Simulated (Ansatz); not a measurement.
The system is HPbNO4.

```
CELL_PARAMETERS angstrom
3.85707 0.00178 -0.03658
0.17353 4.33436 -0.01647
0.75803 0.83873 5.87662
ATOMIC_POSITIONS crystal
H 0.61511 0.89559 0.19844
Pb 0.64597 0.44651 0.91685
N 0.71474 0.23810 0.50058
O 0.16958 0.47007 0.77768
O 0.62919 0.97045 0.49845
O 0.56424 0.92583 0.03849
O 0.78022 0.42250 0.31951
```

The cell was built by a generator and needn't be a form met in nature.

Base run:

- Program: Ansatz 0.2.0
- Functional: PBE
- Potentials or basis: all-electron LAPW, scalar-relativistic
- Cutoff: 764 eV (chosen from the basis error)
- Basis error allowed: 0.002 eV/atom
- k mesh: 4 × 4 × 3
- Occupations: fermi-dirac, width 0.05 eV
- Spin: no spin polarisation

Its results: band gap on the k mesh 0.55 eV, indirect (least direct gap 0.93 eV); pressure 0.0 GPa; largest force 0.100 eV/Å.

Task: The run is repeated on the same cell with these changes: basis error allowed from 0.002 eV/atom to 0.005 eV/atom; k mesh from 4 × 4 × 3 to 4 × 3 × 2. What comes out?

Result: Band gap on the k mesh 0.26 eV, indirect (least direct gap 0.46 eV); pressure 0.0 GPa; largest force 0.083 eV/Å.

Caveats: some runs use coarse meshes; spin-orbit coupling is left out, which as a rule narrows the gap of such compounds by several tenths of an eV; an odd mesh through Γ misses points on the zone boundary, where band edges often lie (some runs).
